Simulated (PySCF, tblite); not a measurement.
**C₄H₁₀F₂Si₃: geometry, infrared bands and NMR shifts**

What infrared bands and NMR shifts should C₄H₁₀F₂Si₃ (`FC(F)C1=C[SiH2]C1([SiH3])[SiH3]`) show?

The runs use tblite 0.8.0 and PySCF 2.14.0, with density-fitted response routines of our own; the level of theory stands in each step. All values are computed, except where a source is named. Atoms count from 0, in the outputs and in this text.

**1. The molecule as given**

19 atoms, charge 0, multiplicity 1; geometry from: force field or distance geometry start.

Bonds of the start (Å): F0–C1 1.34, C1–F2 1.34, C1–C3 1.58, C3–C4 1.38, C4–Si5 1.86, Si5–C6 1.91, C6–Si7 1.98, C6–Si8 1.98, C6–C3 1.59, C1–H9 1.10, C4–H10 1.08, Si5–H11 1.49, Si5–H12 1.48, Si7–H13 1.48, Si7–H14 1.49, Si7–H15 1.49, Si8–H16 1.48, Si8–H17 1.48, Si8–H18 1.49.

**2. Relaxing the molecule with GFN2-xTB**

What the job is given:

```
{"job": {"kind": "relax", "xc": "GFN2-xTB", "basis": "xTB"}, "charge": 0, "multiplicity": 1}
F      0.832200     2.703000    -0.289100
C      1.598500     1.633300    -0.565800
F      1.564100     1.434100    -1.894700
C      1.047900     0.357000     0.191100
C      1.634400    -0.474000     1.121400
Si     0.194100    -1.626600     1.367300
C     -0.376300    -0.332900     0.087900
Si    -1.840700     0.851100     0.707900
Si    -0.741400    -1.064100    -1.715800
H      2.628800     1.851000    -0.259900
H      2.624700    -0.467900     1.558500
H     -0.391900    -1.517500     2.729300
H      0.458800    -2.989700     0.863500
H     -2.101400     1.911000    -0.298200
H     -3.082600     0.043600     0.872300
H     -1.507200     1.461800     2.023800
H      0.411300    -1.854200    -2.196600
H     -1.027500     0.035200    -2.670100
H     -1.935600    -1.945000    -1.640200
```

Run with:

```sh
$ OMP_NUM_THREADS=1 python probes_run.py task.json out
```

This one command runs all jobs of the session in turn.

**Question.** This job is followed by: GFN2-xTB harmonic vibrations, gas phase; GIAO PBE0/pcSseg-1 NMR shielding, non-relativistic, gas phase. Predict these results of the whole session: strongest single infrared mode (GFN2-xTB); zero-point energy (GFN2-xTB); 13C shifts against TMS (PBE0/pcSseg-1); 1H shifts against TMS (PBE0/pcSseg-1, means over atoms taken as alike); 19F shifts against CFCl3 (PBE0/pcSseg-1, means over atoms taken as alike); 29Si shifts against TMS (PBE0/pcSseg-1, means over atoms taken as alike).

As calculated:

| quantity | value |
| --- | --- |
| strongest single infrared mode (GFN2-xTB) | 2244 cm⁻¹, 705 km/mol |
| zero-point energy (GFN2-xTB) | 71.3 kcal/mol |
| 13C shifts against TMS (PBE0/pcSseg-1) | 172.0, 136.7, 120.9, 9.6 ppm |
| 1H shifts against TMS (PBE0/pcSseg-1, means over atoms taken as alike) | 6.48, 6.28, 4.91, 4.24 ppm |
| 19F shifts against CFCl3 (PBE0/pcSseg-1, means over atoms taken as alike) | -133.7 ppm |
| 29Si shifts against TMS (PBE0/pcSseg-1, means over atoms taken as alike) | -38.1, -60.4 ppm |

In words: Relaxing lowered the energy by 0.551 eV in 47 steps; the close pair that moved most is C1–C3, from 1.583 to 1.491 Å. No mode is imaginary among the 51: a minimum at this level. GFN2-xTB is a fitted tight-binding method: band positions and strengths are rough. Its intensities can rank the bands wrongly. H9 (hydrogen on an allylic sp3 CH bonded to 2 F) lies farthest downfield among hydrogen, at 6.48 ppm; its carbon carries F, hence the downfield position. At PBE0/pcSseg-1: The largest span, 232 ppm, is at C3, where the paramagnetic term is -253 ppm.
